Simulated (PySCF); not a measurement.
# RhF₄: ligand-field states, part 1 of 2

What do calculations give for the ligand-field states of RhF₄?

Programs: PySCF 2.14.0, with routines of our own; each step states its level. All values are computed. Atoms count from 0.

## 1. The system as given

5 atoms, charge 0, states of the metal's open shell are computed; geometry from: model geometry, bond lengths from ionic radii.

## 2. Ligand-field states: state-averaged CASSCF

The job: settings as JSON, then the geometry in Å.

```
{"job": {"kind": "lf", "basis": {"metal": "x2c-TZVPall", "ligand": "x2c-SVPall"}, "nevpt": true}, "charge": 0, "metal": "Rh", "open_shell": "d5"}
Rh     0.000000     0.000000     0.000000
F      1.027683     1.027683     1.027684
F     -1.027683    -1.027683     1.027684
F     -1.027683     1.027683    -1.027684
F      1.027683    -1.027683    -1.027684
```

Method: state-averaged CASSCF of the metal d shell, SC-NEVPT2 on the averaged canonical orbitals, state-interaction spin-orbit coupling.

Started as:

```console
$ OMP_NUM_THREADS=1 python lf_run.py task.json out
```

One launch serves the whole session: the jobs run in the order shown.

What it wrote (excerpt; [...] marks lines left out):

```text
basis functions 119, electrons 81, active (5e, 5o)
stage 1: DIIS on the effective Fock matrix, level shift 0.30
cycle   1  E = -5177.5242803395  dE = -5.178e+03  max|g| = 9.511e-01
cycle   2  E = -5177.3436665957  dE =  1.806e-01  max|g| = 7.155e-01
cycle   3  E = -5178.4734171506  dE = -1.130e+00  max|g| = 4.012e-01
cycle   4  E = -5178.6149239295  dE = -1.415e-01  max|g| = 2.754e-01
cycle   5  E = -5178.6625088178  dE = -4.758e-02  max|g| = 1.975e-01
cycle   6  E = -5178.6990876139  dE = -3.658e-02  max|g| = 8.040e-02
cycle   7  E = -5178.7067301664  dE = -7.643e-03  max|g| = 2.925e-02
cycle   8  E = -5178.7079465293  dE = -1.216e-03  max|g| = 1.892e-02
cycle   9  E = -5178.7083255247  dE = -3.790e-04  max|g| = 9.936e-03
cycle  10  E = -5178.7083993231  dE = -7.380e-05  max|g| = 6.474e-03
[... 8 cycles left out ...]
cycle  19  E = -5178.7084505223  dE = -1.820e-08  max|g| = 1.366e-04
cycle  20  E = -5178.7084505323  dE = -9.968e-09  max|g| = 9.861e-05
cycle  21  E = -5178.7084505374  dE = -5.128e-09  max|g| = 7.130e-05
cycle  22  E = -5178.7084505400  dE = -2.620e-09  max|g| = 5.190e-05
cycle  23  E = -5178.7084505414  dE = -1.372e-09  max|g| = 3.800e-05
cycle  24  E = -5178.7084505421  dE = -7.140e-10  max|g| = 2.812e-05
cycle  25  E = -5178.7084505425  dE = -3.884e-10  max|g| = 2.088e-05
cycle  26  E = -5178.7084505427  dE = -2.174e-10  max|g| = 1.539e-05
cycle  27  E = -5178.7084505428  dE = -1.255e-10  max|g| = 1.122e-05
cycle  28  E = -5178.7084505429  dE = -6.094e-11  max|g| = 8.111e-06
converged average energy = -5178.7084505429

 mult deg   label        CASSCF/cm-1   NEVPT2/cm-1
   2   3   2T2                 0.0           0.0
   6   1   6A1             -4078.0        4398.9
   4   3   4T1              3546.0        6252.5
   4   3   4T2              7206.1        9574.4
   2   1   2A2             11353.2       12883.9
   2   3   2T1             13237.0       14618.4
   2   2   2E              14616.8       15508.4
   2   3   2T2             15805.4       16089.8
   2   3   2T1             20900.2       20285.7
   4   3   4T2             17766.3       20568.9
   4   1   4A1             16918.4       21338.8
   4   2   4E              17644.2       21717.0
   2   1   2A1             21215.9       21717.4
   2   3   2T2             22797.0       22472.3
   4   2   4E              23366.5       24610.2
   2   2   2E              25417.4       25955.9
   4   3   4T1             27652.7       28281.3
   2   3   2T2             27270.7       28661.8
   2   1   2A1             27142.0       29021.9
   2   2   2E              32658.2       31747.3
   2   3   2T2             32224.7       32053.1
   4   1   4A2             30970.4       32596.4
   2   3   2T1             32773.4       33283.8
   2   3   2T1             32933.7       33660.2
   2   1   2A2             35940.8       35237.6
   2   1   2A1             40107.3       37171.0
   2   2   2E              39231.9       37407.3
   2   3   2T1             39878.9       37919.8
   4   3   4T1             38254.7       40327.4
   2   3   2T2             41337.6       40509.0
   4   3   4T2             42317.3       43931.4
   2   2   2E              48007.8       44982.2
   2   1   2A2             45633.3       46659.9
   2   3   2T1             46047.0       47858.9
   2   3   2T1             52648.3       48643.0
   2   2   2E              52915.4       48789.8
   2   3   2T2             52315.6       49129.8
   2   3   2T2             58483.2       52922.3
   2   1   2A1             58614.2       55228.9
   2   3   2T2             55262.3       55279.0
   2   3   2T1             67462.7       57337.3
   2   2   2E              76621.4       64465.1
   2   3   2T2             77042.6       69757.8

spin-orbit levels / cm-1
      0.00  x4  2T2 0.93 4T1 0.04
   1184.46  x2  2T2 0.86 4T1 0.11
   4496.04  x4  6A1 0.76 4T1 0.21
   4650.04  x2  6A1 0.79 4T1 0.14 2T2 0.06
   7035.37  x2  4T1 0.99
   7099.17  x4  4T1 0.97
   8266.61  x4  4T1 0.73 6A1 0.22
   8508.24  x2  4T1 0.73 6A1 0.19 2T2 0.06
  10384.31  x2  4T2 0.98
  10416.34  x4  4T2 0.97
  10489.09  x2  4T2 0.95 2A2 0.03
  10525.60  x4  4T2 0.96
  13748.74  x2  2A2 0.91 4T2 0.05
  14967.22  x2  2T1 0.97
  15398.60  x4  2T1 0.85 2E 0.08
  16431.69  x4  2E 0.87 2T1 0.08
  16832.85  x2  2T2 0.93 4E 0.03
  16933.77  x4  2T2 0.92
  20205.59  x2  2T1 0.68 4T2 0.26 2A1 0.04
  20502.34  x4  2T1 0.55 4T2 0.34 2T2 0.04
```

Wall time 12 s (1 thread of Arm Neoverse V2, shared host); peak memory 0.31 GiB.

Warnings kept with the result: strongly covalent, metal-shell active space is small for this complex.

Key values:

```csv
quantity,value
spin-orbit constant ζ,1080 cm⁻¹
```

Powder susceptibility:

```
T (K)  χT (cm³ K/mol)  μ(eff)
    2           0.053    0.65
    5           0.054    0.66
   10           0.057    0.67
   20           0.062    0.70
   30           0.067    0.73
   50           0.077    0.79
   75           0.090    0.85
  100           0.102    0.91
  150           0.128    1.01
  200           0.153    1.11
  250           0.178    1.19
  300           0.203    1.28
```

The fields below are evaluated on a grid from the run's orbitals.

The spin density lies nearest to Rh0 71 %; 4 F atoms about 7 % each.

## 3. Ligand-field states: state-averaged CASSCF (bond length × 0.92)

The job: settings as JSON, then the geometry in Å.

```
{"job": {"kind": "lf", "basis": {"metal": "x2c-TZVPall", "ligand": "x2c-SVPall"}, "nevpt": true, "reuse": true}, "charge": 0, "metal": "Rh", "open_shell": "d5"}
Rh     0.000000     0.000000     0.000000
F      0.945469     0.945469     0.945469
F     -0.945469    -0.945469     0.945469
F     -0.945469     0.945469    -0.945469
F      0.945469    -0.945469    -0.945469
```

With the program's defaults for keys left out, this is: state-averaged CASSCF of the metal d shell, SC-NEVPT2 on the averaged canonical orbitals, state-interaction spin-orbit coupling.

What it wrote:

```text
basis functions 119, electrons 81, active (5e, 5o)
start from the orbitals of the previous structure
stage 1: DIIS on the effective Fock matrix, level shift 0.30
cycle   1  E = -5175.9401810377  dE = -5.176e+03  max|g| = 4.946e+00
cycle   2  E = -5178.4117437816  dE = -2.472e+00  max|g| = 3.795e-01
cycle   3  E = -5178.5009291716  dE = -8.919e-02  max|g| = 1.531e-01
cycle   4  E = -5178.5336608636  dE = -3.273e-02  max|g| = 4.826e-02
cycle   5  E = -5178.5363382927  dE = -2.677e-03  max|g| = 2.081e-02
cycle   6  E = -5178.5367893420  dE = -4.510e-04  max|g| = 1.155e-02
cycle   7  E = -5178.5368862378  dE = -9.690e-05  max|g| = 6.080e-03
cycle   8  E = -5178.5369040169  dE = -1.778e-05  max|g| = 3.056e-03
cycle   9  E = -5178.5369076678  dE = -3.651e-06  max|g| = 1.400e-03
cycle  10  E = -5178.5369082445  dE = -5.767e-07  max|g| = 6.731e-04
cycle  11  E = -5178.5369083605  dE = -1.160e-07  max|g| = 3.026e-04
cycle  12  E = -5178.5369083823  dE = -2.181e-08  max|g| = 1.334e-04
cycle  13  E = -5178.5369083865  dE = -4.178e-09  max|g| = 5.842e-05
cycle  14  E = -5178.5369083873  dE = -8.249e-10  max|g| = 2.515e-05
cycle  15  E = -5178.5369083875  dE = -1.555e-10  max|g| = 1.079e-05
cycle  16  E = -5178.5369083875  dE = -3.001e-11  max|g| = 4.580e-06
converged average energy = -5178.5369083875

 mult deg   label        CASSCF/cm-1   NEVPT2/cm-1
   2   3   2T2                 0.0           0.0
   4   3   4T1              9005.5       10728.6
   6   1   6A1              7056.3       13487.0
   4   3   4T2             12521.7       13679.7
   2   1   2A2             16249.7       16879.4
   2   3   2T1             18450.3       18779.9
   2   2   2E              19557.5       19399.2
   2   3   2T2             21314.7       20517.8
   2   3   2T1             26691.6       24720.4
   2   1   2A1             26194.1       24877.2
   2   3   2T2             28528.4       26113.7
   4   3   4T2             27935.1       29133.4
   4   1   4A1             27932.8       30069.5
   4   2   4E              28205.8       30356.5
   2   2   2E              32837.4       31172.4
   4   2   4E              34309.8       33409.1
   4   3   4T1             38424.4       36671.8
   2   3   2T2             36991.6       37174.6
   2   1   2A1             37366.9       37689.7
   2   2   2E              42432.1       39958.7
   2   3   2T2             42433.2       40440.9
   4   1   4A2             41038.4       40628.7
   2   3   2T1             42640.3       41300.6
   2   3   2T1             43040.2       41940.7
   2   1   2A2             46694.1       43606.5
   2   2   2E              49890.4       45560.6
   2   1   2A1             50673.8       45812.0
   2   3   2T1             50605.7       46483.2
   2   3   2T2             52330.1       48751.0
   2   2   2E              58439.7       52378.0
   4   3   4T1             53518.8       53333.8
   4   3   4T2             57552.9       56455.8
   2   3   2T1             60089.8       57096.5
   2   3   2T2             64520.3       58908.6
   2   1   2A2             60502.0       59304.9
   2   3   2T1             64149.8       60028.4
   2   2   2E              66050.1       61854.9
   2   3   2T2             70747.1       64376.3
   2   3   2T2             71962.1       66990.2
   2   1   2A1             72889.7       67188.8
   2   3   2T1             80362.7       68914.6
   2   2   2E              89960.2       76336.8
   2   3   2T2             94458.7       86113.0

spin-orbit levels / cm-1
      0.00  x4  2T2 0.97
   1000.07  x2  2T2 0.96 4T1 0.03
  10770.75  x4  4T1 0.80 6A1 0.17
  10928.81  x2  4T1 0.77 6A1 0.19
  11288.16  x2  4T1 0.99
  11325.84  x4  4T1 0.98
  14256.29  x4  4T2 0.96
  14257.46  x2  4T2 0.99
  14318.13  x2  4T2 0.97
  14323.99  x4  4T2 0.97
  14905.64  x4  6A1 0.79 4T1 0.18
  14911.53  x2  6A1 0.80 4T1 0.18
  17472.02  x2  2A2 0.96
  19007.11  x2  2T1 0.99
  19372.71  x4  2T1 0.87 2E 0.09
  20056.91  x4  2E 0.88 2T1 0.09
  21091.11  x2  2T2 0.97
  21095.60  x4  2T2 0.96
  24737.78  x2  2T1 0.69 2A1 0.28
  25171.94  x4  2T1 0.89 2T2 0.06
```

Wall time 6.8 s (1 thread of Arm Neoverse V2, shared host); peak memory 0.31 GiB.

Warnings kept with the result: strongly covalent, metal-shell active space is small for this complex.

From this job:

```
             quantity      value
spin-orbit constant ζ  1021 cm⁻¹
```

Powder susceptibility:

```
T (K)  χT (cm³ K/mol)  μ(eff)
    2           0.073    0.77
   20           0.082    0.81
  100           0.118    0.97
  300           0.208    1.29
```

## 4. Ligand-field states: state-averaged CASSCF (bond length × 0.96)

The job: settings as JSON, then the geometry in Å.

```
{"job": {"kind": "lf", "basis": {"metal": "x2c-TZVPall", "ligand": "x2c-SVPall"}, "nevpt": true, "reuse": true}, "charge": 0, "metal": "Rh", "open_shell": "d5"}
Rh     0.000000     0.000000     0.000000
F      0.986576     0.986576     0.986576
F     -0.986576    -0.986576     0.986576
F     -0.986576     0.986576    -0.986576
F      0.986576    -0.986576    -0.986576
```

Level: state-averaged CASSCF of the metal d shell, SC-NEVPT2 on the averaged canonical orbitals, state-interaction spin-orbit coupling.

What it wrote:

```text
basis functions 119, electrons 81, active (5e, 5o)
start from the orbitals of the previous structure
stage 1: DIIS on the effective Fock matrix, level shift 0.30
cycle   1  E = -5177.8654979169  dE = -5.178e+03  max|g| = 2.926e+00
cycle   2  E = -5178.6222874507  dE = -7.568e-01  max|g| = 2.055e-01
cycle   3  E = -5178.6469059085  dE = -2.462e-02  max|g| = 5.124e-02
cycle   4  E = -5178.6483044130  dE = -1.399e-03  max|g| = 3.625e-02
cycle   5  E = -5178.6502278941  dE = -1.923e-03  max|g| = 1.339e-02
cycle   6  E = -5178.6504077759  dE = -1.799e-04  max|g| = 5.641e-03
cycle   7  E = -5178.6504359591  dE = -2.818e-05  max|g| = 3.292e-03
cycle   8  E = -5178.6504409719  dE = -5.013e-06  max|g| = 1.851e-03
cycle   9  E = -5178.6504426135  dE = -1.642e-06  max|g| = 9.765e-04
cycle  10  E = -5178.6504431128  dE = -4.993e-07  max|g| = 4.585e-04
cycle  11  E = -5178.6504431966  dE = -8.379e-08  max|g| = 2.082e-04
cycle  12  E = -5178.6504432084  dE = -1.183e-08  max|g| = 9.500e-05
cycle  13  E = -5178.6504432109  dE = -2.490e-09  max|g| = 4.310e-05
cycle  14  E = -5178.6504432115  dE = -6.121e-10  max|g| = 1.928e-05
cycle  15  E = -5178.6504432117  dE = -1.364e-10  max|g| = 8.376e-06
converged average energy = -5178.6504432117

 mult deg   label        CASSCF/cm-1   NEVPT2/cm-1
   2   3   2T2                 0.0           0.0
   4   3   4T1              5983.8        8155.7
   6   1   6A1               883.9        8247.8
   4   3   4T2              9618.7       11307.8
   2   1   2A2             13581.3       14616.1
   2   3   2T1             15584.1       16397.6
   2   2   2E              16877.9       17193.8
   2   3   2T2             18276.9       17996.3
   2   3   2T1             23520.0       22208.7
   2   1   2A1             23585.7       23036.2
   2   3   2T2             25462.4       23958.1
   4   3   4T2             22326.0       24281.7
   4   1   4A1             21863.5       25071.2
   4   2   4E              22347.7       25390.0
   2   2   2E              28907.7       28367.6
   4   2   4E              28244.7       28375.4
   4   3   4T1             32539.4       31890.0
   2   3   2T2             31577.2       32393.8
   2   1   2A1             31685.0       32789.8
   2   2   2E              36965.5       35218.9
   2   3   2T2             36808.4       35696.9
   4   1   4A2             35443.1       35968.5
   2   3   2T1             37212.4       36738.7
   2   3   2T1             37436.8       37199.5
   2   1   2A2             40754.7       38790.5
   2   2   2E              43991.9       40863.0
   2   1   2A1             44803.7       40896.9
   2   3   2T1             44729.2       41673.5
   2   3   2T2             46353.4       44106.8
   4   3   4T1             44986.6       45930.2
   2   2   2E              52795.8       48078.2
   4   3   4T2             49092.9       49308.7
   2   1   2A2             52240.8       52154.2
   2   3   2T1             52595.4       52507.6
   2   3   2T1             57555.7       52940.4
   2   3   2T2             57882.4       53576.2
   2   2   2E              58539.3       54526.0
   2   3   2T2             64050.8       57244.3
   2   1   2A1             65016.1       60441.9
   2   3   2T2             62591.3       60775.2
   2   3   2T1             73127.2       62290.7
   2   2   2E              82564.9       69690.7
   2   3   2T2             84550.2       76778.7

spin-orbit levels / cm-1
      0.00  x4  2T2 0.96
   1147.52  x2  2T2 0.93 4T1 0.06
   7505.77  x4  6A1 0.51 4T1 0.47
   7662.49  x2  6A1 0.54 4T1 0.41 2T2 0.04
   8822.56  x2  4T1 0.99
   8877.75  x4  4T1 0.98
  10664.64  x4  6A1 0.48 4T1 0.48
  10789.08  x2  4T1 0.52 6A1 0.45
  12014.26  x2  4T2 0.99
  12044.14  x4  4T2 0.97
  12083.03  x2  4T2 0.96
  12114.49  x4  4T2 0.96
  15351.08  x2  2A2 0.94
  16678.75  x2  2T1 0.98
  17095.38  x4  2T1 0.86 2E 0.08
  17995.90  x4  2E 0.88 2T1 0.08
  18671.75  x2  2T2 0.95
  18712.41  x4  2T2 0.95
  22290.96  x2  2T1 0.79 2A1 0.10 4T2 0.09
  22660.41  x4  2T1 0.82 4T2 0.08 2T2 0.06
```

It took 6.6 s on 1 thread of Arm Neoverse V2, shared host; peak memory 0.31 GiB.

Warnings kept with the result: strongly covalent, metal-shell active space is small for this complex.

Key values:

```
             quantity      value
spin-orbit constant ζ  1057 cm⁻¹
```

Powder susceptibility:

```
T (K)  χT (cm³ K/mol)  μ(eff)
    2           0.059    0.69
   20           0.068    0.73
  100           0.104    0.91
  300           0.196    1.25
```

## 5. Ligand-field states: state-averaged CASSCF (bond length × 1.04)

The job: settings as JSON, then the geometry in Å.

```
{"job": {"kind": "lf", "basis": {"metal": "x2c-TZVPall", "ligand": "x2c-SVPall"}, "nevpt": true, "reuse": true}, "charge": 0, "metal": "Rh", "open_shell": "d5"}
Rh     0.000000     0.000000     0.000000
F      1.068791     1.068791     1.068791
F     -1.068791    -1.068791     1.068791
F     -1.068791     1.068791    -1.068791
F      1.068791    -1.068791    -1.068791
```

Method: state-averaged CASSCF of the metal d shell, SC-NEVPT2 on the averaged canonical orbitals, state-interaction spin-orbit coupling.

What it wrote:

```text
basis functions 119, electrons 81, active (5e, 5o)
start from the orbitals of the previous structure
stage 1: DIIS on the effective Fock matrix, level shift 0.30
cycle   1  E = -5176.9040889075  dE = -5.177e+03  max|g| = 3.679e+00
cycle   2  E = -5178.6503837322  dE = -1.746e+00  max|g| = 2.942e-01
cycle   3  E = -5178.7183981667  dE = -6.801e-02  max|g| = 8.674e-02
cycle   4  E = -5178.7227097917  dE = -4.312e-03  max|g| = 5.382e-02
cycle   5  E = -5178.7268517664  dE = -4.142e-03  max|g| = 2.366e-02
cycle   6  E = -5178.7273425474  dE = -4.908e-04  max|g| = 1.017e-02
cycle   7  E = -5178.7274706643  dE = -1.281e-04  max|g| = 6.171e-03
cycle   8  E = -5178.7275156628  dE = -4.500e-05  max|g| = 4.173e-03
cycle   9  E = -5178.7275240561  dE = -8.393e-06  max|g| = 2.242e-03
cycle  10  E = -5178.7275266494  dE = -2.593e-06  max|g| = 1.117e-03
cycle  11  E = -5178.7275272937  dE = -6.443e-07  max|g| = 5.222e-04
cycle  12  E = -5178.7275273961  dE = -1.023e-07  max|g| = 2.369e-04
cycle  13  E = -5178.7275274222  dE = -2.613e-08  max|g| = 1.099e-04
cycle  14  E = -5178.7275274290  dE = -6.778e-09  max|g| = 5.113e-05
cycle  15  E = -5178.7275274309  dE = -1.911e-09  max|g| = 2.296e-05
cycle  16  E = -5178.7275274313  dE = -4.175e-10  max|g| = 9.210e-06
converged average energy = -5178.7275274313

 mult deg   label        CASSCF/cm-1   NEVPT2/cm-1
   2   3   2T2                 0.0           0.0
   6   1   6A1             -8084.6        1856.5
   4   3   4T1              1557.7        4980.2
   4   3   4T2              5164.3        8479.5
   2   1   2A2              9445.1       11651.2
   2   3   2T1             11283.2       13410.9
   2   2   2E              12666.6       14331.8
   2   3   2T2             13784.6       14779.8
   4   3   4T2             14025.6       17903.6
   4   1   4A1             12844.4       18792.6
   2   3   2T1             18722.8       18944.9
   4   2   4E              13861.0       19269.5
   2   1   2A1             18989.5       20984.2
   2   3   2T2             20377.3       21680.7
   4   2   4E              19432.9       22031.6
   2   2   2E              22391.1       24076.2
   4   3   4T1             23572.4       25791.5
   2   3   2T2             23886.1       25874.6
   2   1   2A1             23505.5       26255.3
   2   3   2T2             28453.1       29412.4
   2   2   2E              29247.2       29417.8
   4   1   4A2             27388.0       30454.2
   2   3   2T1             29110.7       30901.1
   2   3   2T1             29302.8       31225.3
   2   1   2A2             32023.8       32896.1
   2   1   2A1             36341.9       34544.2
   2   2   2E              35371.1       35096.3
   2   3   2T1             35882.7       35177.8
   4   3   4T1             32970.9       36390.9
   2   3   2T2             37151.8       37943.1
   4   3   4T2             36907.2       40229.3
   2   2   2E              43866.5       42652.3
   2   1   2A2             40369.6       42679.6
   2   3   2T1             40671.8       44356.6
   2   2   2E              48815.8       44836.5
   2   3   2T1             48723.9       45827.3
   2   3   2T2             47784.5       46208.5
   2   3   2T2             53993.1       50078.8
   2   3   2T2             49331.5       50903.5
   2   1   2A1             53381.9       51425.3
   2   3   2T1             62977.7       53799.3
   2   2   2E              71828.9       60527.5
   2   3   2T2             71378.7       64776.3

spin-orbit levels / cm-1
      0.00  x4  2T2 0.89 4T1 0.07
   1054.54  x2  2T2 0.67 4T1 0.18 6A1 0.14
   2353.38  x4  6A1 0.84 4T1 0.11 2T2 0.04
   2639.66  x2  6A1 0.75 2T2 0.22
   5886.04  x2  4T1 0.99
   5953.02  x4  4T1 0.97
   6940.43  x4  4T1 0.81 6A1 0.13 2T2 0.04
   7273.92  x2  4T1 0.78 6A1 0.11 2T2 0.09
   9375.38  x2  4T2 0.98
   9407.43  x4  4T2 0.97
   9537.65  x2  4T2 0.93 2A2 0.05
   9577.74  x4  4T2 0.96
  12646.63  x2  2A2 0.87 4T2 0.07 4T2 0.04
  13842.84  x2  2T1 0.96
  14263.56  x4  2T1 0.83 2E 0.07 4A1 0.03
  15360.11  x4  2E 0.85 2T1 0.07 4T2 0.04
  15576.75  x2  2T2 0.91 4E 0.05
  15752.21  x4  2T2 0.91 4E 0.03
  18482.34  x2  4T2 0.54 2T1 0.43
  18490.55  x4  4T2 0.77 2T1 0.15
```

Wall time 6.8 s (1 thread of Arm Neoverse V2, shared host); peak memory 0.31 GiB.

Warnings kept with the result: strongly covalent, metal-shell active space is small for this complex.

Key values:

```
             quantity      value
spin-orbit constant ζ  1094 cm⁻¹
```

Powder susceptibility:

| T (K) | χT (cm³ K/mol) | μ(eff) |
| --- | --- | --- |
| 2 | 0.058 | 0.68 |
| 20 | 0.070 | 0.75 |
| 100 | 0.123 | 0.99 |
| 300 | 0.256 | 1.43 |

(Continued in part 2 of 2.)
